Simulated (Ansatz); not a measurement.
# CH6ClFOSi2: the cost of one run

Program: Ansatz 0.2.0. Level of theory: RKS B3LYP-D4/STO-3G. These are calculated values, not measurements.

## 1. The structure to begin with

Bond lengths: Si1–Cl2 2.130 Å, Si1–F3 1.590 Å, Si1–C4 1.869 Å, C4–H5 1.110 Å, C4–H6 1.110 Å, C4–H7 1.110 Å, Si1–O8 1.679 Å, O8–Si9 1.680 Å, Si9–H10 1.460 Å, Si9–H11 1.460 Å, Si9–H12 1.460 Å. Angles (14 of 19 angles, heavy atoms first): Cl2–Si1–F3 109.5°, Cl2–Si1–C4 109.5°, Cl2–Si1–O8 109.5°, F3–Si1–C4 109.5°, F3–Si1–O8 109.5°, C4–Si1–O8 109.5°, Si1–O8–Si9 125.0°, Si1–C4–H5 109.5°, Si1–C4–H6 109.5°, Si1–C4–H7 109.5°, O8–Si9–H10 109.5°, O8–Si9–H11 109.5°, O8–Si9–H12 109.5°, H5–C4–H6 109.4°.

As a file:

```xyz
12

Si    0.0000    0.0000    0.0000
Cl    0.0000    0.0000    2.1300
F     1.4994    0.0000   -0.5295
C    -0.8808    1.5259   -0.6227
H    -1.9334    1.2723   -0.8671
H    -0.8624    2.3106    0.1622
H    -0.3704    1.9025   -1.5336
O    -0.7913   -1.3709   -0.5594
Si   -1.6730   -2.4329    0.3983
H    -1.2634   -2.2870    1.7920
H    -3.0964   -2.1323    0.2761
H    -1.4264   -3.8036   -0.0398
```

## 2. Relaxing the start

Contents of input.yaml:

```yaml
crystal:
  periodic: [false, false, false]
  atoms:
    - { symbol: Si, position_ang: [0.0, 0.0, 0.0] }
    - { symbol: Cl, position_ang: [0.0, 0.0, 2.13] }
    - { symbol: F, position_ang: [1.4994, 0.0, -0.5295] }
    - { symbol: C, position_ang: [-0.8808, 1.5259, -0.6227] }
    - { symbol: H, position_ang: [-1.9334, 1.2723, -0.8671] }
    - { symbol: H, position_ang: [-0.8624, 2.3106, 0.1622] }
    - { symbol: H, position_ang: [-0.3704, 1.9025, -1.5336] }
    - { symbol: O, position_ang: [-0.7913, -1.3709, -0.5594] }
    - { symbol: Si, position_ang: [-1.673, -2.4329, 0.3983] }
    - { symbol: H, position_ang: [-1.2634, -2.287, 1.792] }
    - { symbol: H, position_ang: [-3.0964, -2.1323, 0.2761] }
    - { symbol: H, position_ang: [-1.4264, -3.8036, -0.0398] }
basis:
  gaussian: { orbitals: STO-3G }
hamiltonian:
  xc: b3lyp
  dispersion: d4
relax:
  f_tol: 0.02
  max_steps: 40
```

Command:

```
$ ansatz run input.yaml --threads 1 --pin off --max-ram 2048MiB --backend cpu --events-out ev --progress --plain --runs-dir out
```

What time and memory should one allow on 1 thread of AMD EPYC 7R43 (Zen 3), shared host?

About 78 s, with a peak of 0.2 GiB.
